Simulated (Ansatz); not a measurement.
# Zr5Cu5Ag6: the cost of one run

Method: DFT PBE, scalar-relativistic, plane waves, PAW, in Ansatz 0.2.0.

### 1 The system as given

The cell holds 16 atoms (Ag6Cu5Zr5): a = 6.487 Å, b = 6.738 Å, c = 6.378 Å, α = 91.10°, β = 86.19°, γ = 87.90°.

It is the last frame of an earlier stage of the same melt, run at 2250 K.

As a file:

```
Ag Zr Cu
1.0
     6.48235    0.12200    0.21425
     0.12200    6.73630   -0.06512
     0.21425   -0.06512    6.37387
Ag Zr Cu
6 5 5
Direct
  0.83275 0.75232 0.18637
  0.11385 0.53217 0.95685
  0.83743 0.27230 0.69042
  0.38019 0.77839 0.15079
  0.28850 0.21997 0.65988
  0.56906 0.42147 0.99332
  0.08864 0.47292 0.34262
  0.30217 0.16319 0.14918
  0.61931 0.03076 0.42324
  0.61552 0.94337 0.81713
  0.05681 0.02803 0.45256
  0.03032 0.92390 0.89142
  0.79661 0.65006 0.61912
  0.56450 0.46534 0.36878
  0.36198 0.70555 0.57062
  0.83173 0.19316 0.12932
```

### 2 A single point on the frame at 2250 K

The electrons keep the Fermi-Dirac width of that temperature.

input.yaml reads:

```yaml
crystal:
  lattice:
    - [6.482351, 0.122001, 0.21425]
    - [0.122001, 6.736303, -0.06512]
    - [0.21425, -0.06512, 6.373865]
  atoms:
    - { symbol: Ag, position: [0.8327481799, 0.7523246691, 0.1863704534] }
    - { symbol: Ag, position: [0.1138478601, 0.5321682403, 0.9568509384] }
    - { symbol: Ag, position: [0.8374325462, 0.272303767, 0.6904199855] }
    - { symbol: Ag, position: [0.380193716, 0.7783913183, 0.150786303] }
    - { symbol: Ag, position: [0.288495866, 0.2199712338, 0.6598812435] }
    - { symbol: Ag, position: [0.5690645873, 0.4214651515, 0.9933247109] }
    - { symbol: Zr, position: [0.0886417143, 0.4729221762, 0.3426197535] }
    - { symbol: Zr, position: [0.302170928, 0.1631865964, 0.1491791779] }
    - { symbol: Zr, position: [0.6193056293, 0.0307590263, 0.4232387041] }
    - { symbol: Zr, position: [0.6155200268, 0.9433722101, 0.8171349362] }
    - { symbol: Zr, position: [0.0568072404, 0.0280295895, 0.4525567869] }
    - { symbol: Cu, position: [0.0303211083, 0.9238999779, 0.8914221777] }
    - { symbol: Cu, position: [0.7966118421, 0.6500587936, 0.61912296] }
    - { symbol: Cu, position: [0.5644978067, 0.4653446265, 0.368783676] }
    - { symbol: Cu, position: [0.3619826881, 0.7055468142, 0.5706177743] }
    - { symbol: Cu, position: [0.8317272339, 0.193164978, 0.1293231072] }
basis:
  ecutwfc: 420
kpoints:
  mp_grid: { grid: [4, 4, 4] }
hamiltonian:
  xc: pbe
scf:
  occupations: { method: fermi_dirac, width: 0.1939 }
output:
  forces: true
  stress: true
  eigenvalues: true
  populations: true
  write_density: true
  write_potential: true
  elf: true
  volumetric_format: npy
```

Run with:

```
ansatz run input.yaml --threads 2 --pin off --max-ram 5120MiB --backend cpu --events-out ev --progress --plain --runs-dir out
```

**Question.** How long does this run take on 2 threads of Arm Neoverse V2, shared host, and how much memory does it need?

About 2.2 min, with a peak of 1.5 GiB.
